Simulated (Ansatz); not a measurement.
# Ge3Pd (Pm-3m) in Ansatz: further runs

The runs below take Ge3Pd through single point, equation of state, with LDA.

All numbers are computed with Ansatz 0.2.0; they aren't measurements. Logs are shortened: lines on timing, memory, paths and dates and some standing lists are left out, and cuts for length are marked.

## Step 1: Starting point

Symmetry: Pm-3m, No. 221, cubic system. Conventional cell: a = 4.142 Å, b = 4.142 Å, c = 4.142 Å, α = 90.00°, β = 90.00°, γ = 90.00°. Around Pd (site symmetry m-3m) lie 12 Ge at 2.93 Å. Ge (site symmetry 4/mmm) has 4 Pd at 2.93 Å and 8 Ge at 2.93 Å as nearest neighbours.

The cell comes from a database or a generator and needn't be the stable form of this composition.

## Step 2: Single point, LDA, 16.70 Å³/atom (volume scaled by 0.94)

Input file input.yaml:

```yaml
crystal:
  lattice:
    - [4.0574681928, 0.0, 0.0]
    - [0.0, 4.0574681928, 0.0]
    - [0.0, 0.0, 4.0574681928]
  atoms:
    - { symbol: Pd, position: [0.0, 0.0, 0.0] }
    - { symbol: Ge, position: [0.5, 0.5, 0.0] }
    - { symbol: Ge, position: [0.5, 0.0, 0.5] }
    - { symbol: Ge, position: [0.0, 0.5, 0.5] }
kpoints:
  mp_grid: { grid: [7, 7, 7] }
scf:
  occupations: { method: fermi_dirac, width: 0.05 }
hamiltonian:
  xc: lda
  pseudopotentials: { kind: all_electron, lapw: { basis_error: 0.002 } }
output:
  forces: true
  stress: true
  eigenvalues: true
```

Potentials or basis: all-electron LAPW, scalar-relativistic.

Started as:

```bash
$ ansatz run input.yaml --threads 2 --pin off --max-ram 8192MiB --backend cpu --events-out ev --progress --plain --runs-dir out
```

The log of the run:

```text
Warning: RAYON_NUM_THREADS=2 ignored (pool sized by the plan → 2); use --threads N
LAPW: plane waves up to 7.420 Å⁻¹, error target 2.0e-3 eV per atom; small_component_spin mean_spin; Ge in spheres of 1.390 Å, 22 of its electrons in bands, Dirac shells []; Pd in spheres of 1.480 Å, 18 of its electrons in bands, Dirac shells [] (how accurate: hamiltonian.pseudopotentials.lapw.basis_error, Limitations)
Engine: ansatz 0.2.0, aarch64-unknown-linux-gnu
Pseudopotentials: kind: all_electron
Pseudopotential: Pd, LAPW, valence charge 18, lapw/all_electron/scalar/gaussian/Pd, Koelling and Harmon's equation, gaussian nucleus
Pseudopotential: Ge, LAPW, valence charge 22, lapw/all_electron/scalar/gaussian/Ge, Koelling and Harmon's equation, gaussian nucleus
Functional definition: SPW92
  exchange = slater_x
  correlation = pw_c
Crystal: 4 atoms, lattice volume = 66.798 Å³
Basis set: ecut = 209.77126418069622 eV, 461 PW (Γ), exchange–correlation at level 2
Bands: 51, of which v1, the nominal top of the filled ones, is band 42 counted from 1 (41 counted from 0)
Symmetry: 48 space group operations
Space group: Pm-3m (ITA 221), of the structure as read, at distance tolerance 4.1e-5 Å
k-points: 20 of 343
Non-local potential: Pd, projectors of the file, none
Non-local potential: Ge, projectors of the file, none
Initial density: superposition of atomic densities (chi_scale 0.1, normalization cell, long waves kept (reshape's long-wave potential 0.00 eV rms))
Initial wavefunctions: plane waves of lowest kinetic energy (no species holds an atomic orbital)
Functional: x = slater, c = lda
iter 1 solved again at ethr=8.13e-3 eV; its pass at ethr=1.00e-1 eV (dr2=6.83e0 eV) is discarded
SCF iter   1: F=—  HF=-308292.793566 eV  |F-HF|=—  |Δ(HF+E_count)|=         —  Δρ=6.55e-2  dr2=6.83e0  ethr=8.13e-3  ⟨swp⟩=2.0  Hψ=6483  notcnv=0
preconditioner: auto → Kerker (q_TF=auto, 2.835 Å⁻¹)  [metal: Δε(μ)=0.061 eV  Ē_g=21.123 eV  σ=0.050 eV  W_gap=0.27  n_scr=26 (ndim 8)  ℏωp=32.8 eV  f_vac=0.000  D(μ)=4.19/eV (n_scr^D=32)]
SCF iter   2: F=—  HF=-308296.047340 eV  |F-HF|=—  |Δ(HF+E_count)|=    3.25e0  Δρ=4.27e-2  dr2=2.62e0  ethr=8.13e-3  ⟨swp⟩=3.0  Hψ=3098  notcnv=0
iter 3 solved again at ethr=2.76e-4 eV; its pass at ethr=3.11e-3 eV (dr2=2.32e-1 eV) is discarded
SCF iter   3: F=—  HF=-308290.171059 eV  |F-HF|=—  |Δ(HF+E_count)|=    5.88e0  Δρ=1.36e-2  dr2=2.32e-1  ethr=2.76e-4  ⟨swp⟩=2.0  Hψ=5364  notcnv=0
SCF iter   4: F=—  HF=-308289.787306 eV  |F-HF|=—  |Δ(HF+E_count)|=   3.84e-1  Δρ=5.66e-3  dr2=5.29e-2  ethr=2.76e-4  ⟨swp⟩=2.8  Hψ=3279  notcnv=0
SCF iter   5: F=—  HF=-308289.781279 eV  |F-HF|=—  |Δ(HF+E_count)|=   6.03e-3  Δρ=3.94e-3  dr2=2.83e-2  ethr=6.30e-5  ⟨swp⟩=2.0  Hψ=3067  notcnv=0
SCF iter   6: F=—  HF=-308289.777754 eV  |F-HF|=—  |Δ(HF+E_count)|=   3.53e-3  Δρ=3.10e-3  dr2=1.78e-2  ethr=3.37e-5  ⟨swp⟩=2.0  Hψ=3067  notcnv=0
SCF iter   7: F=—  HF=-308289.771795 eV  |F-HF|=—  |Δ(HF+E_count)|=   5.96e-3  Δρ=5.99e-4  dr2=5.61e-4  ethr=2.12e-5  ⟨swp⟩=2.0  Hψ=3067  notcnv=0
SCF iter   8: F=—  HF=-308289.771688 eV  |F-HF|=—  |Δ(HF+E_count)|=   1.07e-4  Δρ=2.83e-4  dr2=4.51e-5  ethr=6.68e-7  ⟨swp⟩=2.0  Hψ=3067  notcnv=0
SCF iter   9: F=—  HF=-308289.771712 eV  |F-HF|=—  |Δ(HF+E_count)|=   2.44e-5  Δρ=2.30e-4  dr2=9.02e-5  ethr=5.37e-8  ⟨swp⟩=2.3  Hψ=3080  notcnv=0
SCF iter  10: F=—  HF=-308289.771684 eV  |F-HF|=—  |Δ(HF+E_count)|=   2.84e-5  Δρ=8.36e-5  dr2=1.11e-5  ethr=5.37e-8  ⟨swp⟩=2.0  Hψ=3067  notcnv=0
SCF iter  11: F=—  HF=-308289.771678 eV  |F-HF|=—  |Δ(HF+E_count)|=   5.60e-6  Δρ=7.05e-6  dr2=7.90e-8  ethr=1.32e-8  ⟨swp⟩=2.0  Hψ=3067  notcnv=0
SCF iter  12: F=-308289.771678 eV  HF=-308289.771678 eV  |F-HF|=9.90e-9  |Δ(HF+E_count)|=   2.21e-8  Δρ=2.26e-6  dr2=5.83e-9  ethr=9.40e-11  ⟨swp⟩=2.0  Hψ=3072  notcnv=0
SCF 1 converged in 12 iterations: F = -308289.771678 eV  dr2 = 5.83e-9
SCF converged after 12 iterations
Free energy (F): -308289.771678 eV
Harris-Foulkes:  -308289.771678 eV  (|F-HF|=9.90e-9)
Internal energy: -308289.756229 eV  (E = F + TS)
E sigma→0 (E₀):  -308289.763954 eV
Entropy (-TS):   -0.015449 eV (-3.862 meV/atom)
Fermi energy:    15.669947 eV
--- Per-component energies (eV) ---
  E_band       = -2962.594112
  E_kinetic    = 317754.899790
  E_xc         = -10062.861806
  E_electrostatic = -615981.794214  (all electrons and nuclei)
  E_smearing   = -0.015449  (= −TS)
  E_closure    = 0.000000  (closes the sum)
  E_atoms      = -308269.403252  (free atoms, spherical and without spin; not in F)
  Σ components = -308289.771678   (vs F -308289.771678, Δ=0.00e0)
  Basis errors (estimates in eV, not in F): energy 4.3e-4 per atom: plane waves 4.2e-4 (2.2e-4 summed), levels above the bands 4.6e-83, relativity 2.3e-9, radial functions 8.8e-6, core shells 7.5e-7; eigenvalues (radial functions only) 7.4e-6; not estimated: angular momenta, meshes, grids; target (lapw.basis_error) 2.0e-3; muffin-tin radii Ge 1.390 Å, Pd 1.480 Å
--- Forces (eV/Å), atoms counted from 1 ---
  atom   1  Pd    -0.00000000    -0.00000000     0.00000000
  atom   2  Ge     0.00000000     0.00000000    -0.00000000
  atom   3  Ge     0.00000000    -0.00000000     0.00000000
  atom   4  Ge     0.00000000     0.00000000    -0.00000000
  max |Σ_I F_I| component: 2.94e-30 eV/Å
--- Stress (GPa, compression-positive) ---
       -1.661446       0.000000       0.000000
        0.000000      -1.661446       0.000000
        0.000000       0.000000      -1.661446
  P = ⅓ Tr σ = -1.6614 GPa (-16.614 kbar)
--- Band table (eV; the first three rows and the last of 20) ---
  k-point 0: bands = ["-147.2076", "-147.2074", "-147.2074", "-94.8614", "-94.8614", "-94.8614", "-94.8515", "-94.8515", "-94.8515", "-94.8514", "-94.8514", "-94.8514", "-68.5858", "-34.4156", "-34.4156", "-34.4156", "-9.2173", "-9.2173", "-9.2173", "-9.2048", "-9.1436", "-9.1436", "-9.0897", "-9.0897", "-9.0897", "-9.0667", "-9.0667", "-9.0223", "-9.0099", "-9.0099", "-9.0099", "2.4436", "9.4941", "9.4941", "11.9255", "11.9255", "11.9255", "12.7642", "12.7642", "12.7642", "14.0992", "14.0992", "16.4329", "18.7042", "18.7042", "18.7042", "21.4663", "21.4663", "21.4663", "24.9343", "24.9343"]
  k-point 1: bands = ["-147.2076", "-147.2074", "-147.2074", "-94.8614", "-94.8614", "-94.8614", "-94.8515", "-94.8515", "-94.8515", "-94.8514", "-94.8514", "-94.8514", "-68.5858", "-34.4159", "-34.4155", "-34.4155", "-9.2159", "-9.2079", "-9.2079", "-9.1983", "-9.1425", "-9.1379", "-9.0912", "-9.0897", "-9.0897", "-9.0718", "-9.0665", "-9.0270", "-9.0203", "-9.0203", "-9.0099", "2.6240", "8.6026", "9.6421", "11.7446", "11.7446", "12.1884", "12.7720", "13.0880", "13.0880", "13.7245", "14.4945", "17.2292", "18.5196", "18.5196", "18.6498", "20.3978", "20.9048", "20.9048", "24.9140", "25.4709"]
  k-point 2: bands = ["-147.2076", "-147.2074", "-147.2074", "-94.8614", "-94.8614", "-94.8614", "-94.8515", "-94.8515", "-94.8515", "-94.8514", "-94.8514", "-94.8514", "-68.5857", "-34.4168", "-34.4155", "-34.4155", "-9.2124", "-9.1811", "-9.1811", "-9.1811", "-9.1399", "-9.1229", "-9.0945", "-9.0903", "-9.0903", "-9.0861", "-9.0662", "-9.0484", "-9.0484", "-9.0398", "-9.0098", "3.1530", "7.0348", "10.0782", "11.4865", "11.4865", "12.6325", "12.7895", "12.8294", "13.8107", "13.8107", "15.0368", "17.5039", "17.5039", "18.5591", "18.5681", "19.4878", "20.9812", "20.9812", "24.8652", "25.4194"]
  k-point 19: bands = ["-147.2075", "-147.2075", "-147.2075", "-94.8628", "-94.8606", "-94.8606", "-94.8522", "-94.8522", "-94.8522", "-94.8507", "-94.8507", "-94.8507", "-68.5857", "-34.4171", "-34.4171", "-34.4171", "-9.1713", "-9.1647", "-9.1647", "-9.1540", "-9.1540", "-9.1521", "-9.1481", "-9.0880", "-9.0811", "-9.0811", "-9.0730", "-9.0730", "-9.0288", "-9.0288", "-9.0220", "6.5819", "7.2163", "7.2163", "9.9380", "10.9334", "11.0595", "11.0595", "13.2323", "13.2323", "14.0472", "14.0472", "14.1720", "15.7669", "22.5792", "22.5792", "23.0305", "23.4915", "23.4915", "27.7030", "28.0945"]
```

Run time: 8.4 s. Hardware: 2 threads of Arm Neoverse V2, shared host; peak memory 0.36 GiB.

Results:

- Free energy: -308289.7717 eV
- Pressure: -1.7 GPa
- Band gap on the k mesh: none (metal or under the smearing width)

## Step 3: Single point, LDA, 17.05 Å³/atom (volume scaled by 0.96)

input.yaml: that of step 2 with these lines changed.

```diff
@@ -2,5 +2,5 @@
   lattice:
-    - [4.0574681928, 0.0, 0.0]
-    - [0.0, 4.0574681928, 0.0]
-    - [0.0, 0.0, 4.0574681928]
+    - [4.0860428539, 0.0, 0.0]
+    - [0.0, 4.0860428539, 0.0]
+    - [0.0, 0.0, 4.0860428539]
   atoms:
```

Potentials or basis: all-electron LAPW, scalar-relativistic.

Started as:

```bash
$ ansatz run input.yaml --threads 2 --pin off --max-ram 8192MiB --backend cpu --events-out ev --progress --plain --runs-dir out
```

Wall time 8.4 s (2 threads of Arm Neoverse V2, shared host); peak memory 0.35 GiB.

It converged, with:

```yaml
Free_energy: -308289.7478 eV
Pressure: -3.7 GPa
Band_gap_on_the_k_mesh: none (metal or under the smearing width)
```

## Step 4: Single point, LDA, 17.41 Å³/atom (volume scaled by 0.98)

input.yaml: that of step 3 with these lines changed.

```diff
@@ -2,5 +2,5 @@
   lattice:
-    - [4.0860428539, 0.0, 0.0]
-    - [0.0, 4.0860428539, 0.0]
-    - [0.0, 0.0, 4.0860428539]
+    - [4.1142233503, 0.0, 0.0]
+    - [0.0, 4.1142233503, 0.0]
+    - [0.0, 0.0, 4.1142233503]
   atoms:
```

Started as:

```bash
$ ansatz run input.yaml --threads 2 --pin off --max-ram 8192MiB --backend cpu --events-out ev --progress --plain --runs-dir out
```

It took 8.8 s on 2 threads of Arm Neoverse V2, shared host; peak memory 0.36 GiB.

The run converged. Its results:

```
Free energy            : -308289.7072 eV
Pressure               : -5.4 GPa
Band gap on the k mesh : none (metal or under the smearing width)
```

## Step 5: Single point, LDA, 17.77 Å³/atom

input.yaml: that of step 4 with these lines changed.

```diff
@@ -2,5 +2,5 @@
   lattice:
-    - [4.1142233503, 0.0, 0.0]
-    - [0.0, 4.1142233503, 0.0]
-    - [0.0, 0.0, 4.1142233503]
+    - [4.142023, 0.0, 0.0]
+    - [0.0, 4.142023, 0.0]
+    - [0.0, 0.0, 4.142023]
   atoms:
```

Started as:

```bash
$ ansatz run input.yaml --threads 2 --pin off --max-ram 8192MiB --backend cpu --events-out ev --progress --plain --runs-dir out
```

It took 8.3 s on 2 threads of Arm Neoverse V2, shared host; peak memory 0.35 GiB.

The run converged. Its results:

```yaml
Free_energy: -308289.6519 eV
Pressure: -7.0 GPa
Band_gap_on_the_k_mesh: none (metal or under the smearing width)
```

## Step 6: Single point, LDA, 18.12 Å³/atom (volume scaled by 1.02)

input.yaml: that of step 5 with these lines changed.

```diff
@@ -2,5 +2,5 @@
   lattice:
-    - [4.142023, 0.0, 0.0]
-    - [0.0, 4.142023, 0.0]
-    - [0.0, 0.0, 4.142023]
+    - [4.1694544153, 0.0, 0.0]
+    - [0.0, 4.1694544153, 0.0]
+    - [0.0, 0.0, 4.1694544153]
   atoms:
```

Potentials or basis: all-electron LAPW, scalar-relativistic.

Started as:

```bash
$ ansatz run input.yaml --threads 2 --pin off --max-ram 8192MiB --backend cpu --events-out ev --progress --plain --runs-dir out
```

Run time: 8.2 s. Hardware: 2 threads of Arm Neoverse V2, shared host; peak memory 0.36 GiB.

The run converged. Its results:

| Item | Value |
| --- | --- |
| Free energy | -308289.5838 eV |
| Pressure | -8.3 GPa |
| Band gap on the k mesh | none (metal or under the smearing width) |

## Step 7: Single point, LDA, 18.48 Å³/atom (volume scaled by 1.04)

input.yaml: that of step 6 with these lines changed.

```diff
@@ -2,5 +2,5 @@
   lattice:
-    - [4.1694544153, 0.0, 0.0]
-    - [0.0, 4.1694544153, 0.0]
-    - [0.0, 0.0, 4.1694544153]
+    - [4.1965295533, 0.0, 0.0]
+    - [0.0, 4.1965295533, 0.0]
+    - [0.0, 0.0, 4.1965295533]
   atoms:
```

Started as:

```bash
$ ansatz run input.yaml --threads 2 --pin off --max-ram 8192MiB --backend cpu --events-out ev --progress --plain --runs-dir out
```

It took 7.6 s on 2 threads of Arm Neoverse V2, shared host; peak memory 0.36 GiB.

It converged, with:

* Free energy: -308289.5044 eV
* Pressure: -9.5 GPa
* Band gap on the k mesh: none (metal or under the smearing width)

## Step 8: Single point, LDA, 18.83 Å³/atom (volume scaled by 1.06)

input.yaml: that of step 7 with these lines changed.

```diff
@@ -2,5 +2,5 @@
   lattice:
-    - [4.1965295533, 0.0, 0.0]
-    - [0.0, 4.1965295533, 0.0]
-    - [0.0, 0.0, 4.1965295533]
+    - [4.2232597616, 0.0, 0.0]
+    - [0.0, 4.2232597616, 0.0]
+    - [0.0, 0.0, 4.2232597616]
   atoms:
```

Started as:

```bash
$ ansatz run input.yaml --threads 2 --pin off --max-ram 8192MiB --backend cpu --events-out ev --progress --plain --runs-dir out
```

Run time: 7.8 s. Hardware: 2 threads of Arm Neoverse V2, shared host; peak memory 0.36 GiB.

Results (log left out):

| Item | Value |
| --- | --- |
| Free energy | -308289.4149 eV |
| Pressure | -10.6 GPa |
| Band gap on the k mesh | none (metal or under the smearing width) |

## Step 9: Equation of state, LDA

Potentials or basis: all-electron LAPW, scalar-relativistic.

No new run: the results of the series are fitted here.

Results:

```
Equilibrium volume : 16.43 Å³/atom (rough: see the caveat)
Bulk modulus       : 108 GPa (rough)
```

Energy against volume, from the lowest point:
```tsv
volume (Å³/atom)	energy (meV/atom)
16.700	0.00
17.055	5.98
17.410	16.13
17.766	29.94
18.121	46.96
18.476	66.83
18.831	89.18
```

Caveat: the minimum lies outside the volumes run.
